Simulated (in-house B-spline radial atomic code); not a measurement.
**Excitations of B⁺ as exact exchange is dialled in**

One table from this session's results is given with a row withheld; the runs are named, their logs left out.

The numbers are computed with in-house B-spline radial atomic code version 1 (linear response of a closed shell, each method with its own adiabatic kernel; non-relativistic; B-spline basis; no spin-orbit coupling, no double excitations; only terms of natural parity, (−1)^L, with L up to 3 are computed), except any that are marked as measured or tabulated.

### The atom as given

| Property | Result |
| --- | --- |
| element | boron (Z = 5) |
| charge | +1 |
| configuration | [He] 2s2 |
| runs | 0 % exact exchange; 10 % exact exchange; 20 % exact exchange; 30 % exact exchange; 40 % exact exchange; 50 % exact exchange; 60 % exact exchange; 70 % exact exchange; 80 % exact exchange; 90 % exact exchange; 100 % exact exchange |

The outer shells:

B⁺
```
[He] core
2s [↑↓]
```

The first run:

Settings of the run:

```ini
Z = 5
electrons = 4.0
configuration = [He] 2s2
hamiltonian = nr
method = pbeh
box_radius = 41.61
exact_exchange_fraction = 0.0
intervals = 50
```

The run is started by

```
> python run_td.py task.json out
```

task.json lists these runs, among others, and the program works through them in turn.

Steps of the session up to this table: 0 % exact exchange.

One table of the session follows, with a row left open; its other results are not shown here.

It belongs to the step «0 % exact exchange». 

| state | full (eV) | Tamm-Dancoff (eV) |
| --- | --- | --- |
| 2s→2p ³P | ? | ? |
| 2s→2p ¹P | 8.626 | 9.174 |
| 2s→3s ³S | 14.783 | 14.792 |
| 2s→3s ¹S | 15.443 | 15.461 |
| 2s→3p ³P | 16.040 | 16.055 |
| 2s→3p ¹P | 16.307 | 16.328 |
| 2s→3d ³D | 16.910 | 16.930 |
| 2s→3d ¹D | 17.138 | 17.140 |
| 2s→4s ³S | 17.794 | 17.795 |
| 2s→4s ¹S | 17.912 | 17.915 |
| 2s→4p ³P | 18.107 | 18.109 |
| 2s→4p ¹P | 18.152 | 18.155 |

Estimate the missing values for 2s→2p ³P.

**Answer.** full (eV): 3.423; Tamm-Dancoff (eV): 4.051. In the column «full (eV)» it is the lowest.
